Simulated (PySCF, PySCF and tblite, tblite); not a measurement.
# C6H13N: a path driven as rotation about a bond, and NMR exchange, part 2 of 2

PySCF and tblite. Atoms count from 0. The steps go on from the part before.

## 7. Shieldings, saddle of leg 1: PBE0/pcSseg-1

The job: settings as JSON, then the geometry in Å.

```
{"job": {"kind": "nmr", "xc": "PBE0", "basis": "pcSseg-1", "pop": false}, "charge": 0, "multiplicity": 1}
C     -1.343000     0.257893    -1.430615
C     -1.000441    -0.314521    -0.055764
C     -2.020799     0.168340     0.982067
N      0.328595     0.041094     0.410353
C      1.310504     0.804994    -0.352390
C      2.419203    -0.031115     0.297729
C      1.305749    -0.984128     0.743757
H     -2.372721     0.012826    -1.678742
H     -1.235114     1.339921    -1.426800
H     -0.701136    -0.159154    -2.203612
H     -1.063215    -1.413423    -0.114092
H     -2.005517     1.253581     1.035812
H     -1.766513    -0.227307     1.961364
H     -3.023600    -0.159405     0.718869
H      1.296751     1.873136    -0.121863
H      1.269224     0.673508    -1.439837
H      2.907333     0.472710     1.126899
H      3.166876    -0.443843    -0.374412
H      1.290905    -1.274712     1.797368
H      1.236916    -1.890397     0.123910
```

Log:

```text
coarse grid: 15640 points
cycle   1  E = -290.6899509359  dE =  7.560e-01  |g| = 4.227e-01  |ddm| = 3.772e+00
cycle   2  E = -290.6813991463  dE =  8.552e-03  |g| = 4.752e-01  |ddm| = 9.338e-01
cycle   3  E = -290.7386493924  dE = -5.725e-02  |g| = 5.736e-02  |ddm| = 5.348e-01
cycle   4  E = -290.7391274615  dE = -4.781e-04  |g| = 2.978e-02  |ddm| = 6.925e-02
cycle   5  E = -290.7393085933  dE = -1.811e-04  |g| = 4.759e-03  |ddm| = 3.011e-02
cycle   6  E = -290.7393130716  dE = -4.478e-06  |g| = 8.499e-04  |ddm| = 5.063e-03
final grid: 148080 points
cycle   7  E = -290.7824000717  dE = -5.279e-05  |g| = 1.014e-02  |ddm| = 3.599e-02
cycle   8  E = -290.7823910890  dE =  8.983e-06  |g| = 1.179e-02  |ddm| = 2.098e-02
cycle   9  E = -290.7824268504  dE = -3.576e-05  |g| = 8.513e-04  |ddm| = 1.181e-02
cycle  10  E = -290.7824269845  dE = -1.341e-07  |g| = 3.075e-04  |ddm| = 1.042e-03
cycle  11  E = -290.7824270031  dE = -1.862e-08  |g| = 4.056e-05  |ddm| = 2.673e-04
cycle  12  E = -290.7824270034  dE = -2.885e-10  |g| = 1.655e-05  |ddm| = 5.302e-05
converged SCF energy = -290.7824270034

GIAO shielding tensors (ppm)
atom      isotropic    diamagn.    paramagn.     s11        s22        s33       span
  0 C      167.727     248.989     -81.263    159.743    161.337    182.100     22.357
  1 C      129.207     242.286    -113.079    104.146    119.688    163.787     59.641
  2 C      158.230     246.968     -88.739    136.043    153.727    184.919     48.876
  3 N      223.936     324.661    -100.724    158.166    247.934    265.709    107.542
  4 C      137.444     246.289    -108.845    115.341    126.298    170.693     55.352
  5 C      169.682     256.089     -86.407    160.031    168.013    181.003     20.972
  6 C      129.138     247.232    -118.093    103.647    113.504    170.265     66.618
  7 H       30.835      30.043       0.792     26.439     28.708     37.358     10.919
  8 H       31.016      31.627      -0.611     27.862     29.384     35.801      7.938
  9 H       30.262      31.478      -1.216     25.613     29.012     36.160     10.546
 10 H       29.401      32.529      -3.128     26.670     28.861     32.672      6.002
 11 H       30.754      30.809      -0.055     27.901     29.066     35.295      7.394
 12 H       30.381      30.685      -0.304     26.238     28.831     36.074      9.836
 13 H       31.039      30.029       1.009     26.549     28.549     38.017     11.468
 14 H       28.256      31.076      -2.820     24.398     25.892     34.479     10.082
 15 H       28.185      31.988      -3.803     24.205     28.613     31.737      7.533
 16 H       29.485      31.049      -1.564     25.954     27.250     35.252      9.298
 17 H       29.922      30.567      -0.645     25.509     27.972     36.286     10.777
 18 H       27.938      30.739      -2.800     24.298     25.515     34.002      9.704
 19 H       28.572      31.443      -2.871     25.957     26.850     32.909      6.952
```

Wall time 15 s (1 thread of AMD EPYC 9R45, shared host); peak memory 0.87 GiB.

Key values: HOMO -5.76 eV, LUMO 1.45 eV; dipole 0.92 D.

## 8. Shieldings, end: PBE0/pcSseg-1

The job: settings as JSON, then the geometry in Å.

```
{"job": {"kind": "nmr", "xc": "PBE0", "basis": "pcSseg-1", "pop": false}, "charge": 0, "multiplicity": 1}
C     -1.207069    -0.288407    -1.406025
C     -1.043811    -0.386180     0.119295
C     -1.968676     0.613470     0.812946
N      0.299380    -0.188722     0.614090
C      1.108046     0.970946     0.243489
C      2.347701     0.068984     0.227427
C      1.375667    -1.115291     0.277958
H     -2.214113    -0.586209    -1.686000
H     -1.046635     0.731888    -1.747370
H     -0.503661    -0.942971    -1.916220
H     -1.320390    -1.402500     0.430432
H     -1.721558     1.627098     0.505996
H     -1.850039     0.540345     1.890311
H     -3.005757     0.414378     0.555382
H      1.086205     1.763978     0.994500
H      0.879414     1.400697    -0.738311
H      2.959576     0.161113     1.120136
H      2.976736     0.134150    -0.656601
H      1.547499    -1.865612     1.053803
H      1.265330    -1.623711    -0.687850
```

Log:

```text
coarse grid: 15640 points
cycle   1  E = -290.6946753904  dE =  7.531e-01  |g| = 4.203e-01  |ddm| = 3.773e+00
cycle   2  E = -290.6882221187  dE =  6.453e-03  |g| = 4.637e-01  |ddm| = 9.087e-01
cycle   3  E = -290.7427957596  dE = -5.457e-02  |g| = 5.695e-02  |ddm| = 5.062e-01
cycle   4  E = -290.7432820751  dE = -4.863e-04  |g| = 2.781e-02  |ddm| = 6.576e-02
cycle   5  E = -290.7434374125  dE = -1.553e-04  |g| = 5.964e-03  |ddm| = 2.861e-02
cycle   6  E = -290.7434445143  dE = -7.102e-06  |g| = 1.073e-03  |ddm| = 6.540e-03
final grid: 148080 points
cycle   7  E = -290.7867732154  dE = -5.699e-05  |g| = 1.004e-02  |ddm| = 3.560e-02
cycle   8  E = -290.7867636808  dE =  9.535e-06  |g| = 1.182e-02  |ddm| = 2.072e-02
cycle   9  E = -290.7867994113  dE = -3.573e-05  |g| = 8.544e-04  |ddm| = 1.184e-02
cycle  10  E = -290.7867995424  dE = -1.311e-07  |g| = 3.238e-04  |ddm| = 9.755e-04
cycle  11  E = -290.7867995630  dE = -2.064e-08  |g| = 4.861e-05  |ddm| = 2.950e-04
cycle  12  E = -290.7867995635  dE = -4.361e-10  |g| = 1.751e-05  |ddm| = 6.703e-05
converged SCF energy = -290.7867995635

GIAO shielding tensors (ppm)
atom      isotropic    diamagn.    paramagn.     s11        s22        s33       span
  0 C      176.360     249.928     -73.568    168.065    170.792    190.225     22.160
  1 C      134.040     242.992    -108.952    113.714    127.597    160.809     47.096
  2 C      163.103     247.265     -84.162    140.496    159.824    188.988     48.492
  3 N      221.108     324.867    -103.759    159.393    242.829    261.101    101.708
  4 C      142.079     247.360    -105.280    118.921    135.386    171.931     53.010
  5 C      170.860     255.886     -85.026    162.046    168.823    181.710     19.664
  6 C      136.353     247.573    -111.220    110.212    126.217    172.632     62.419
  7 H       31.230      30.331       0.899     26.816     28.863     38.012     11.196
  8 H       30.898      31.864      -0.966     27.020     29.839     35.836      8.817
  9 H       30.418      31.714      -1.296     25.146     29.619     36.488     11.342
 10 H       29.170      32.099      -2.929     25.670     27.636     34.204      8.533
 11 H       30.867      31.123      -0.257     27.539     30.004     35.058      7.519
 12 H       30.473      30.210       0.263     26.154     28.002     37.262     11.108
 13 H       30.760      29.627       1.133     26.282     28.486     37.512     11.230
 14 H       28.421      31.133      -2.713     24.333     26.216     34.713     10.381
 15 H       28.390      32.232      -3.842     24.751     28.252     32.168      7.417
 16 H       29.509      30.812      -1.303     25.864     27.061     35.601      9.737
 17 H       30.000      30.733      -0.733     25.547     28.147     36.306     10.759
 18 H       28.218      30.473      -2.255     24.639     25.137     34.879     10.240
 19 H       28.329      31.743      -3.414     25.161     27.465     32.361      7.200
```

It took 15 s on 1 thread of AMD EPYC 9R45, shared host; peak memory 0.87 GiB.

In short: HOMO -5.83 eV, LUMO 1.45 eV; dipole 0.79 D.

## 9. Kinetics and line shapes

The job: settings as JSON, then the geometry in Å.

```
{"job": {"smiles": "CC(C)N1CCC1", "charge": 0, "mult": 1, "motion": "rotation", "what": "single bond", "atoms": [1, 3], "drives": [{"terms": [["t", [0, 1, 3, 4], 0.16666666666666666], ["t", [0, 1, 3, 6], 0.16666666666666666], ["t", [2, 1, 3, 4], 0.16666666666666666], ["t", [2, 1, 3, 6], 0.16666666666666666], ["t", [10, 1, 3, 4], 0.16666666666666666], ["t", [10, 1, 3, 6], 0.16666666666666666]], "by": 120, "n": 8}], "study": "path", "level": {"kind": "nmr", "xc": "PBE0", "basis": "pcSseg-1"}, "fields": [80, 250, 600], "first": 3, "seed": 406, "kind": "path"}, "charge": 0, "multiplicity": 1}
C     -1.494307     0.773008    -1.294241
C     -0.929451    -0.200859    -0.263103
C     -1.882086    -0.334750     0.922422
N      0.343803     0.296553     0.207934
C      1.458682     0.388029    -0.735856
C      2.401660    -0.123031     0.357829
C      1.135375    -0.536464     1.114327
H     -2.471732     0.437804    -1.631833
H     -1.592344     1.759090    -0.848067
H     -0.836492     0.847042    -2.156520
H     -0.812085    -1.197854    -0.740648
H     -1.988003     0.628305     1.414705
H     -1.501368    -1.052454     1.644740
H     -2.859415    -0.669122     0.583473
H      1.630284     1.398545    -1.110307
H      1.377364    -0.305804    -1.583660
H      2.953211     0.672121     0.851247
H      3.081310    -0.923210     0.076580
H      1.059173    -0.235775     2.160576
H      0.921272    -1.610496     1.027365
```

Log:

```text
stationary points (kcal/mol above the start)
  n  kind          group   xTB      DFT    lowest mode
  0  minimum      Cs       0.00     0.00      91.7
  1  saddle       C1       3.25     5.30     -72.9
  2  minimum      C1       0.91     2.34      69.4

GFN2-xTB energies: T/K, barrier G, reaction G (kcal/mol), k forward, k back (1/s)
 150.00     3.33     0.88   8.74e+07   8.44e+08
 200.00     3.44     0.88   1.44e+09   6.57e+09
 250.00     3.57     0.88   7.84e+09   2.31e+10
 298.15     3.71     0.89   2.37e+10   5.29e+10
 350.00     3.87     0.89   5.61e+10   1.01e+11
 400.00     4.03     0.90   1.05e+11   1.63e+11
 500.00     4.37     0.92   2.55e+11   3.23e+11

PBE0/pcSseg-1 + D3(BJ) energies: T/K, barrier G, reaction G (kcal/mol), k forward, k back (1/s)
 150.00     5.38     2.32   9.06e+04   1.08e+08
 200.00     5.49     2.32    8.3e+06   1.41e+09
 250.00     5.62     2.32   1.27e+08   6.73e+09
 298.15     5.76     2.32   7.48e+08   1.88e+10
 350.00     5.92     2.33   2.95e+09    4.2e+10
 400.00     6.08     2.34   7.97e+09   7.55e+10
 500.00     6.42     2.36   3.25e+10   1.75e+11
```

Run time: 53 s. Hardware: 1 thread of AMD EPYC 9R45, shared host; peak memory 0.87 GiB. This counts the whole study up to here.

Barriers by level (kcal/mol; entropies in cal/(mol K)). Zero-point and thermal terms come from xTB in every row. ΔG‡ leaves symmetry out; the rate counts equivalent paths (a factor of 2); effective ΔG‡, where given, is the barrier that would give that rate by Eyring's equation alone:

```csv
level,ΔE‡,with zero-point,ΔH‡,ΔS‡,ΔG‡ (298 K),ΔE of reaction,k at 298 K (1/s),effective ΔG‡
GFN2-xTB,3.25,3.16,2.66,-3.5,3.71,0.91,2.4e+10,3.30
PBE0/pcSseg-1 + D3(BJ),5.30,5.21,4.71,-3.5,5.76,2.34,7.5e+08,5.35
```

Sites that the driver pairs across this motion, and where their lines would merge (no couplings; faster rotations or exchange between molecules can average them sooner):

```csv
nucleus,sites: shielding (ppm),proton frequency (MHz),spread (Hz),coalescence (K),lines at 298 K
¹³C,"C0, C2: 164.7; C0 (end): 176.4; C2 (end): 163.1",600,2001,not given,–
¹³C,"C4, C6: 132.5; C4 (end): 142.1; C6 (end): 136.4",600,1447,not given,–
¹³C,C1: 125.9; C1 (end): 134.0,600,1234,not given,–
¹⁵N,N3: 205.4; N3 (end): 221.1,600,954,not given,–
¹H,H10: 29.66; H10 (end): 29.17,600,294,not given,–
¹H,"H15, H19: 28.81; H15 (end): 28.39; H19 (end): 28.33",600,291,not given,–
¹H,"H14, H18: 28.11; H14 (end): 28.42; H18 (end): 28.22",600,184,not given,–
¹H,"H7, H8, H9 and 3 more: 30.81; H7, H8, H9 (end): 30.85; H11, H12, H13 (end): 30.70",600,89,not given,–
```

A dash: the driver gave no coalescence for this row (it judged the minor form too scarce).

Rows that set an atom against itself at the end compare its shielding in the two forms.

## 10. Results

The summary covers parts 1 to 2.

```
                        quantity                             value
barrier (PBE0/pcSseg-1 + D3(BJ))  ΔE‡ 5.3, ΔG‡(298 K) 5.8 kcal/mol
              barrier (GFN2-xTB)                  ΔE‡ 3.2 kcal/mol
                   rate at 298 K                       7.5e+08 s⁻¹
                 end of the path       2.3 kcal/mol from the start
```

What this shows: DFT puts the top 5.3 kcal/mol above the start (xTB: 3.2); the rate from the DFT barrier is 7.5e+08 s⁻¹ at 298 K. An error of 1.4 kcal/mol changes that rate tenfold.
